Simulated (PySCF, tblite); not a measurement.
**C₇H₁₂Si: geometry, infrared bands and NMR shifts**

What infrared bands and NMR shifts should C₇H₁₂Si (`C=CCC1=CC[SiH2]C1`) show?

Computed with tblite 0.8.0 and PySCF 2.14.0, with density-fitted response routines of our own, on a single molecule in the gas phase. Atoms are numbered from 0 throughout.

### Step 1. The starting structure

20 atoms, charge 0, multiplicity 1; geometry from: force field or distance geometry start.

Bonds of the start (Å): C0–C1 1.34, C1–C2 1.49, C2–C3 1.51, C3–C4 1.36, C4–C5 1.51, C5–Si6 1.91, Si6–C7 1.92, C7–C3 1.51, C0–H8 1.08, C0–H9 1.08, C1–H10 1.10, C2–H11 1.09, C2–H12 1.09, C4–H13 1.08, C5–H14 1.10, C5–H15 1.09, Si6–H16 1.48, Si6–H17 1.48, C7–H18 1.09, C7–H19 1.09.

### Step 2. Relaxing the molecule with GFN2-xTB

Job settings and geometry (Å):

```
{"job": {"kind": "relax", "xc": "GFN2-xTB", "basis": "xTB"}, "charge": 0, "multiplicity": 1}
C      3.175800     0.910400    -0.581000
C      2.317300     0.159600     0.121200
C      1.373100    -0.839000    -0.461800
C     -0.066500    -0.479100    -0.161300
C     -0.852600    -1.198300     0.691600
C     -2.285000    -0.753100     0.896500
Si    -2.483800     0.792600    -0.210000
C     -0.674500     0.726100    -0.838100
H      3.842900     1.605900    -0.084400
H      3.203400     0.859300    -1.659100
H      2.317300     0.240200     1.213900
H      1.606000    -1.831300    -0.066200
H      1.482200    -0.901700    -1.543000
H     -0.484900    -2.077100     1.204800
H     -2.452200    -0.490600     1.951700
H     -2.978800    -1.537900     0.607000
H     -3.467400     0.568500    -1.296500
H     -2.753100     2.012000     0.590400
H     -0.158800     1.646100    -0.564100
H     -0.665500     0.598100    -1.923100
```

Run with:

```
$ OMP_NUM_THREADS=1 python probes_run.py task.json out
```

The driver reads the jobs from task.json and runs them one after another.

**Question.** This job is followed by: GFN2-xTB harmonic vibrations, gas phase; GIAO PBE0/pcSseg-1 NMR shielding, non-relativistic, gas phase. Predict these results of the whole session: strongest single infrared mode (GFN2-xTB); zero-point energy (GFN2-xTB); 13C shifts against TMS (PBE0/pcSseg-1); 1H shifts against TMS (PBE0/pcSseg-1, means over atoms taken as alike); 29Si shifts against TMS (PBE0/pcSseg-1); surface potential, 1st and 99th percentile.

The runs gave:

| quantity | value |
| --- | --- |
| strongest single infrared mode (GFN2-xTB) | 2236 cm⁻¹, 486 km/mol |
| zero-point energy (GFN2-xTB) | 101.8 kcal/mol |
| 13C shifts against TMS (PBE0/pcSseg-1) | 149.7, 148.2, 133.7, 122.6, 47.4, 18.4, 18.0 ppm |
| 1H shifts against TMS (PBE0/pcSseg-1, means over atoms taken as alike) | 5.91, 5.88, 5.44, 5.33, 4.38, 2.98, 1.86, 1.67 ppm |
| 29Si shifts against TMS (PBE0/pcSseg-1) | -32.6 ppm |
| surface potential, 1st and 99th percentile | -0.63 V and 0.72 V |

**Reading.** Over 47 steps the energy fell by 0.136 eV; of the close pairs, C3–C4 changed most, 1.365 to 1.325 Å. All 54 modes are real, so the xTB geometry is a minimum. The strongest single mode, at 2236 cm⁻¹, moves mainly H16. Unscaled tight-binding wavenumbers are off by several per cent, some by more. Its intensities can rank the bands wrongly. At PBE0/pcSseg-1: The widest tensor belongs to C1: span 232 ppm, with a paramagnetic part of -218 ppm.
